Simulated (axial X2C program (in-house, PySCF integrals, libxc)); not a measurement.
**SAsS⁺: bond lengths and stretches, held linear**

Aim: the two bond lengths and stretching wavenumbers of linear SAsS⁺, with and without spin–orbit coupling, at PBE0, HF, BHandHLYP, MP2.

Computed with an in-house X2C program for linear molecules on PySCF integrals. Level: all-electron X2C, two-component (2c) or spin-free, S dyall-av3z, As dyall-v3z.

All values are calculated.

1 further run of the same task is left out (set aside as unsound or not needed).

**1. Input**

The input, task.json:

```json
{
 "zs": [
  16,
  33,
  16
 ],
 "q": 1,
 "bas": [
  "dyall-av3z",
  "dyall-v3z",
  "dyall-av3z"
 ],
 "r0": [
  2.08,
  2.08
 ],
 "symm": 1,
 "scan": [
  "PBE0",
  "HF",
  "BHandHLYP"
 ],
 "levels": [
  "PBE0",
  "HF",
  "r2SCAN"
 ],
 "nst": 2
}
```

Keys: zs atomic numbers; q charge; bas basis sets; r0 starting distance in Å; symm equal bonds; scan levels of the two-bond scan (MP2 follows by itself at each HF point); levels methods; nst determinants followed.

Started as:

```bash
> python solin.py task.json out
```

Masses S 31.972, As 74.922, S 31.972 u.

**2. Scan at PBE0, 2c**

State: Ω = 0 (all partner blocks equally filled). Energies above the lowest point, from the job's result record:

```csv
r(S–As) (Å),r(As–S) (Å),E (meV)
1.9032,1.9032,96.50
1.9032,1.9520,48.04
1.9032,2.0008,77.67
1.9520,1.9032,48.04
1.9520,1.9520,0.00
1.9520,2.0008,30.11
1.9520,2.0496,120.37
2.0008,1.9032,77.67
2.0008,1.9520,30.11
2.0008,2.0008,60.79
2.0496,1.9520,120.37
2.0496,2.0496,243.49
```

A quadratic surface with cubic terms in each bond gives the minimum at 1.956 and 1.956 Å, force constants 5.17, 5.17 and coupling 0.04 mdyn/Å.

**3. Scan at HF, 2c**

State: Ω = 0 (all partner blocks equally filled). Energies above the lowest point, from the job's result record:

```csv
r(S–As) (Å),r(As–S) (Å),E (meV)
1.9032,1.9032,12.82
1.9032,1.9520,4.03
1.9032,2.0008,69.26
1.9520,1.9032,4.03
1.9520,1.9520,0.00
1.9520,2.0008,70.33
1.9520,2.0496,194.59
2.0008,1.9032,69.26
2.0008,1.9520,70.33
2.0008,2.0008,146.26
2.0496,1.9520,194.59
2.0496,2.0496,413.66
```

A quadratic surface with cubic terms in each bond gives the minimum at 1.931 and 1.931 Å, force constants 5.63, 5.63 and coupling 0.38 mdyn/Å.

**4. Scan at BHandHLYP, 2c**

State: Ω = 0 (all partner blocks equally filled). Energies above the lowest point, from the job's result record:

```csv
r(S–As) (Å),r(As–S) (Å),E (meV)
1.9032,1.9032,66.41
1.9032,1.9520,32.28
1.9032,2.0008,73.81
1.9520,1.9032,32.28
1.9520,1.9520,0.00
1.9520,2.0008,43.55
1.9520,2.0496,144.32
2.0008,1.9032,73.81
2.0008,1.9520,43.55
2.0008,2.0008,89.35
2.0496,1.9520,144.32
2.0496,2.0496,298.62
```

A quadratic surface with cubic terms in each bond gives the minimum at 1.947 and 1.947 Å, force constants 5.25, 5.25 and coupling 0.15 mdyn/Å.

**5. The levels side by side**

| level | r(S–As) (Å) | r(As–S) (Å) | lower stretch (cm⁻¹) | upper stretch (cm⁻¹) |
| --- | --- | --- | --- | --- |
| PBE0, 2c | 1.956 | 1.956 | 526.0 | 710.6 |
| HF, 2c | 1.931 | 1.931 | 565.0 | 718.8 |
| BHandHLYP, 2c | 1.947 | 1.947 | 535.8 | 708.4 |
| MP2, 2c | 1.977 | 1.977 | 515.6 | 745.9 |
| PBE0, spin-free | 1.955 | 1.955 | 526.5 | 711.1 |
| HF, spin-free | 1.930 | 1.930 | 565.8 | 719.5 |
| BHandHLYP, spin-free | 1.946 | 1.946 | 536.5 | 709.1 |
| MP2, spin-free | 1.977 | 1.977 | 515.3 | 746.3 |

Scans not shown above were run alike.

What this shows: Over the levels the S–As bond spans 1.930 to 1.977 Å and the As–S bond 1.930 to 1.977 Å. At PBE0 spin–orbit coupling leaves both bonds unchanged to 0.001 Å. Each state is one determinant, the lowest of a limited PBE0 search; the stretches come from a fit to few points and are good to some per cent at best. The stretches are sorted by size, and where the two bonds are alike the symmetric and antisymmetric modes can swap order between levels. MP2 freezes inner shells (threshold -2 hartree). The molecule was held linear; bending was not examined, so a bent shape may lie lower.
